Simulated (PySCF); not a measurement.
# [TcS2]+: rigid scans about the minimum

Aim: map the energy of singlet [TcS2]+ about its PBE minimum, with rigid distortions.

Computed with PySCF 2.14.0. Level: PBE, basis Tc def2-SVP with ECP28, S def2-SVP, scalar-relativistic core potentials, no spin–orbit coupling, density fitting.

## (1) Starting geometry

3 atoms, charge 1, spin multiplicity 1.

Bond lengths: Tc1–S2 2.051 Å, Tc1–S3 2.051 Å. Angles: S2–Tc1–S3 106.3°.

Z-matrix (Å, degrees; charge 1 multiplicity 1):
```
Tc
S  1 2.0513
S  1 2.0513 2 106.30
```

## (2) Breathing scan

One driver script runs all scans and calls PySCF for each point, on a (75, 302) grid.

A rigid scan with PBE: all bonds to the central atom are scaled together. Each point starts from its neighbour's orbitals, and energies count from the minimum. Dipoles of the ion refer to the centre of mass.

```
scale of all bonds to the centre  energy (kJ/mol)  dipole size (D)
                            0.88            273.9             1.57
                            0.92            105.9             1.68
                            0.96             23.1             1.77
                            1.00              0.0             1.84
                            1.04             17.7             1.89
                            1.08             62.4             1.94
                            1.14            158.8             1.99
                            1.22            310.6             2.03
                            1.35            554.7             2.07
```

The scan took 40 s on 4 threads, shared host.

## (3) Stretching one bond

A rigid scan with PBE: the bond from Tc to the last atom (S) is scaled and the rest held.

```
scale of one bond  energy (kJ/mol)  dipole size (D)
             1.00              0.0             1.84
             1.05             12.6             1.89
             1.12             58.3             1.96
             1.20            128.4             2.04
             1.35            264.8             2.09
             1.55            411.2             2.05
             1.80            526.8             1.95
             2.20            610.8             1.81
```

The scan took 65 s.

A restricted determinant lies too high at long bonds, where the pair should uncouple.

## (4) Outcome

| quantity | value |
| --- | --- |
| all bonds 4 % longer | 17.7 kJ/mol |
| one bond 20 % longer | 128.4 kJ/mol |

What this shows: The well is lopsided, 23.1 kJ/mol for 4 % shorter bonds against 17.7 for 4 % longer ones. The closed shell proved unstable towards spin polarisation, so a lower open-shell solution exists.
